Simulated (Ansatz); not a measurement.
# Ga4As3N: the band gap up the ladder of functionals

One table from this session's results is given with a row withheld; the runs are named, their logs left out.

The runs shown are made with Ansatz 0.2.0. PAW datasets, plane waves. The cell comes from a prototype generator: it can be a known phase or a hypothetical one. Spin polarisation is off.

## The cell

The cell was relaxed beforehand with r2SCAN.

It is trigonal, R3m (No. 160); a = 3.829 Å, c = 37.456 Å in the conventional setting, 19.82 Å³ an atom. Near N stand 4 Ga at 1.94–2.27 Å; near As stand 4 Ga at 2.38–2.44 Å; near As stand 4 Ga at 2.39–2.44 Å; near As stand 4 Ga at 2.40–2.43 Å; near Ga stand 3 N at 2.27 Å and 1 As at 2.44 Å.

Coordinates:

```cif
data_structure
_symmetry_space_group_name_H-M 'R3m:H'
_symmetry_Int_Tables_number 160
_cell_length_a 3.8293
_cell_length_b 3.8293
_cell_length_c 37.4559
_cell_angle_alpha 90.000
_cell_angle_beta 90.000
_cell_angle_gamma 120.000
_cell_volume 475.65
loop_
_atom_site_label
_atom_site_type_symbol
_atom_site_symmetry_multiplicity
_atom_site_Wyckoff_symbol
_atom_site_fract_x
_atom_site_fract_y
_atom_site_fract_z
_atom_site_occupancy
N1 N 3 a 0.66667 0.33333 0.33230 1
As1 As 3 a 0.66667 0.33333 0.07761 1
As2 As 3 a 0.33333 0.66667 0.16644 1
As3 As 3 a 0.00000 0.00000 0.25543 1
Ga1 Ga 3 a 0.66667 0.33333 0.01236 1
Ga2 Ga 3 a 0.33333 0.66667 0.10140 1
Ga3 Ga 3 a 0.00000 0.00000 0.19069 1
Ga4 Ga 3 a 0.66667 0.33333 0.28043 1
```

The first run:

The input, input.yaml:

```yaml
crystal:
  lattice:
    - [1.9146478599, 1.1054224573, 12.4853157908]
    - [-1.9146478599, 1.1054224573, 12.4853157908]
    - [0.0, -2.2108449147, 12.4853157908]
  atoms:
    - { symbol: "N", position: [-0.0010306358, -0.0010306358, -0.0010306358] }
    - { symbol: As, position: [0.7442743366, 0.7442743366, 0.7442743366] }
    - { symbol: As, position: [0.4997772336, 0.4997772336, 0.4997772336] }
    - { symbol: As, position: [0.2554349276, 0.2554349276, 0.2554349276] }
    - { symbol: Ga, position: [0.6790229592, 0.6790229592, 0.6790229592] }
    - { symbol: Ga, position: [0.4347291946, 0.4347291946, 0.4347291946] }
    - { symbol: Ga, position: [0.1906918779, 0.1906918779, 0.1906918779] }
    - { symbol: Ga, position: [0.9471001063, 0.9471001063, 0.9471001063] }
kpoints:
  mp_grid: { grid: [8, 8, 8] }
  band_path:
    path:
      - [[0.0, 0.0, 0.0], [-0.5, -0.5, -0.5], [-0.5, -0.1718926286329, -0.8281073713671]]
      - [[-0.1718926286329, 0.1718926286329, -0.5], [-6.291579005507e-16, -6.291579005507e-16, -0.5], [0.0, 0.0, 0.0], [-6.688783505264e-16, 0.3359463143164, -0.3359463143164]]
      - [[-0.3359463143164, -5.78010523276e-16, -0.6640536856836], [-0.5, -2.798703815001e-16, -0.5], [0.0, 0.0, 0.0]]
    npoints: 10
hamiltonian:
  xc: pbe
scf:
  occupations: { method: fermi_dirac, width: 0.02 }
  n_extra_bands: 6
output:
  forces: true
  stress: true
  eigenvalues: true
  write_density: true
  write_potential: true
  elf: true
  volumetric_format: npy
```

Command:

```bash
$ ansatz run input.yaml --threads 4 --pin off --max-ram 6451MiB --backend cpu --events-out ev --progress --plain --runs-dir out
```

Steps of the session up to this table: PBE bands along the symmetry lines; r2SCAN at the same geometry; HSE06 at the same geometry; Single point with PBE+SOC.

One of the session's tables, all rows but one given; the rest of the session is left out.

```
  level  gap (eV)
    PBE     -0.27
 r2SCAN     -0.15
  HSE06         ?
PBE+SOC     -0.19
```

Estimate the missing values for HSE06.

**Answer.** gap (eV): -0.04. In the column «gap (eV)» it is the highest.

Meshes: PBE 8×8×8, r2SCAN 8×8×8, HSE06 4×4×4, PBE+SOC 8×8×8

In words: No level opens a gap.

Limits of these values: Warnings in the runs' records: filled band counts differ across k points, stress exchange threshold loose, stress scf threshold loose.
